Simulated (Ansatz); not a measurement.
# Al₂GaH+ (doublet): from Hartree-Fock to the top rungs, cc-pVTZ

The task here is to estimate one member of a computed series from the others.

Computed with Ansatz 0.2.0, Gaussian basis. Level: cc-pVTZ, core rule «outside noble gas», up to 24 orbitals frozen.

The runs, in order: UHF; CCSD(T) on ROHF; CCSD(T) on UHF; BCCD(T) on ROHF; CCSDT(Q) on ROHF; CCSDT(Q) on UHF.

7 further runs of the same task are left out: 1 that didn't finish, 6 set aside as unsound or not needed. Runs told in other sessions of the task aren't counted.

## What is computed

The geometry is a PBE0/def2-TZVP stationary point (not a proven minimum) of the parent state, kept for this charge and spin. No spin-orbit coupling is included. The filled d shell of Ga may be among the frozen orbitals whatever the setting's name suggests.

4 atoms, charge 1, spin multiplicity 2.

Atoms are counted from 1 here; the program's logs count them from 0.

Bond lengths: Al1–Al2 2.585 Å, Al1–H4 1.925 Å, Al2–Ga3 2.597 Å, Al2–H4 1.870 Å. Angles: Al2–Al1–H4 46.2°, Al1–Al2–Ga3 98.6°, Al1–Al2–H4 48.0°, Ga3–Al2–H4 50.7°, Al1–H4–Al2 85.9°.

Set-up of the first run:

in.yaml reads:

```yaml
crystal:
  periodic: [false, false, false]
  atoms:
    - {symbol: Al, position_ang: [0.000000, 0.651584, 2.580537]}
    - {symbol: Al, position_ang: [0.000000, -1.242085, 0.821113]}
    - {symbol: Ga, position_ang: [0.000000, 0.219542, -1.325862]}
    - {symbol: H, position_ang: [0.000000, 0.620606, 0.656125]}
basis:
  gaussian: {orbitals: cc-pVTZ}
total_charge: 1
magnetization: {spin_polarized: true, initial_magnetization: 1}
hamiltonian: {xc: hf}
output: {orbitals: {seedname: orbitals}}
```

Run with:

```bash
ansatz run in.yaml --threads 1 --pin off --events-out ev --progress --plain --max-ram 4096MiB --backend cpu
```

Among the steps run: UHF; CCSD(T) on ROHF; CCSD(T) on UHF; BCCD(T) on ROHF; CCSDT(Q) on ROHF; CCSDT(Q) on UHF.

One of the session's tables, all rows but one given; the rest of the session is left out.

```
   method  from RCCSDT(Q) (kJ/mol)
     RMP2                   +128.1
     UMP2                   +132.0
    RCCSD                    +45.9
    UCCSD                        ?
 RCCSD(T)                     +8.7
 UCCSD(T)                     +8.8
  BCCD(T)                     +8.5
   RCCSDT                     +3.5
   UCCSDT                     +3.4
RCCSDT(Q)                        0
UCCSDT(Q)                     -0.3
```

Estimate the missing values for UCCSD.

The run gave: from RCCSDT(Q) (kJ/mol): +45.5. In the column «from RCCSDT(Q) (kJ/mol)» it lies between UCCSD(T) (+8.8) and RCCSD (+45.9).

Left out of the table: ROHF, UHF (another determinant or state than the rows shown).

To keep in mind: Warnings: spin contamination; coupled cluster took another determinant than the lowest. Restricted and unrestricted rows rest on different reference determinants; a gap between their highest levels can come from leftover correlation error, from unlike frozen cores or from another state.
